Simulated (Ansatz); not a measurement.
# C₃H₅FGe: a ladder of functionals and wavefunction methods

The task here is to estimate one member of a computed series from the others.

Program: Ansatz 0.2.0, Gaussian basis. Level of theory: functionals in def2-TZVPP, the program's frozen cores in correlated methods. These are calculated values, not measurements.

Levels to be run: LDA (SPW92), PBE-D4, revPBE-D4, BLYP-D4, r2SCAN-D4, B97M-V, PBE0-D4, B3LYP-D4, r2SCANh-D4, r2SCAN0-D4, HSE06-D4, BHLYP-D4, CAM-B3LYP-D4, LC-ωPBE, ωB97X-V, ωB97M-V, B2PLYP, PBE-QIDH; CCSD(T)/def2-SVP; CCSD(T)/def2-TZVPP; MP2/def2-QZVPP; extrapolation to the limit; RPA on PBE.

## The relaxed structure

The geometry comes from an earlier relaxation with PBE0-D4 in a triple-zeta def2 set; it is a stationary point, not always the lowest conformer.

SMILES `FC1=[CH][GeH2][CH2]1`, 10 atoms, charge 0, spin multiplicity 1.

Atoms are counted from 1 here; the program's logs count them from 0.

Bond lengths: F1–C2 1.336 Å, C2–C3 1.335 Å, C2–C5 1.496 Å, C3–Ge4 1.938 Å, C3–H6 1.080 Å, Ge4–C5 1.993 Å, Ge4–H7 1.537 Å, Ge4–H8 1.537 Å, C5–H9 1.091 Å, C5–H10 1.091 Å. Angles: F1–C2–C3 126.6°, F1–C2–C5 120.3°, C3–C2–C5 113.1°, C2–C3–Ge4 89.7°, C2–C3–H6 128.2°, Ge4–C3–H6 142.1°, C3–Ge4–C5 73.9°, C3–Ge4–H7 117.6°, C3–Ge4–H8 117.6°, C5–Ge4–H7 116.4°, C5–Ge4–H8 116.4°, H7–Ge4–H8 110.8°, C2–C5–Ge4 83.3°, C2–C5–H9 114.2°, C2–C5–H10 114.2°, Ge4–C5–H9 116.8°, Ge4–C5–H10 116.8°, H9–C5–H10 109.6°.

Set-up of the first run:

Contents of in.yaml:

```yaml
crystal:
  periodic: [false, false, false]
  atoms:
    - {symbol: F, position_ang: [0.571704, 0.610177, 2.267821]}
    - {symbol: C, position_ang: [0.177190, 0.192421, 1.061957]}
    - {symbol: C, position_ang: [-0.767206, -0.715395, 0.804317]}
    - {symbol: Ge, position_ang: [-0.455200, -0.484797, -1.094739]}
    - {symbol: C, position_ang: [0.808600, 0.750953, -0.173583]}
    - {symbol: H, position_ang: [-1.373015, -1.267381, 1.508435]}
    - {symbol: H, position_ang: [-1.569277, 0.172470, -1.924169]}
    - {symbol: H, position_ang: [0.174661, -1.658993, -1.860033]}
    - {symbol: H, position_ang: [0.642937, 1.820129, -0.315961]}
    - {symbol: H, position_ang: [1.872605, 0.529117, -0.271144]}
basis:
  gaussian: {orbitals: def2-TZVPP}
hamiltonian: {xc: lda}
output: {orbitals: {seedname: orbitals}}
```

The run is started by

```console
> ansatz run in.yaml --threads 4 --pin off --events-out ev --progress --plain --max-ram 10444MiB
```

Among the steps run: LDA; PBE-D4 (GGA); revPBE-D4 (GGA); BLYP-D4 (GGA); r2SCAN-D4 (meta-GGA); B97M-V (meta-GGA); PBE0-D4 (hybrid); B3LYP-D4 (hybrid); r2SCANh-D4 (hybrid); r2SCAN0-D4 (hybrid); HSE06-D4 (hybrid); BHLYP-D4 (hybrid); CAM-B3LYP-D4 (range-separated); LC-ωPBE (range-separated); ωB97X-V (range-separated); ωB97M-V (range-separated); B2PLYP (double hybrid); PBE-QIDH (double hybrid).

One of the session's tables, all rows but one given; the rest of the session is left out.

It belongs to the step «Orbital energies across the functionals». 

| functional | HOMO (eV) | gap (eV) |
| --- | --- | --- |
| LDA (SPW92) | ? | ? |
| PBE-D4 | -6.30 | 5.50 |
| revPBE-D4 | -6.24 | 5.53 |
| BLYP-D4 | -6.15 | 5.47 |
| r2SCAN-D4 | -6.52 | 5.96 |
| B97M-V | -6.57 | 6.07 |
| PBE0-D4 | -7.49 | 7.72 |
| B3LYP-D4 | -7.26 | 7.24 |
| r2SCANh-D4 | -6.96 | 6.78 |
| r2SCAN0-D4 | -7.63 | 8.00 |
| HSE06-D4 | -7.09 | 6.93 |
| BHLYP-D4 | -8.52 | 9.72 |
| CAM-B3LYP-D4 | -8.80 | 10.16 |
| LC-ωPBE | -10.15 | 12.73 |
| ωB97X-V | -9.78 | 12.19 |
| ωB97M-V | -9.68 | 11.82 |

**Question.** Estimate the row for LDA (SPW92).

As computed: HOMO (eV): -6.46; gap (eV): 5.44. In the column «HOMO (eV)» it lies between r2SCAN-D4 (-6.52) and PBE-D4 (-6.30).
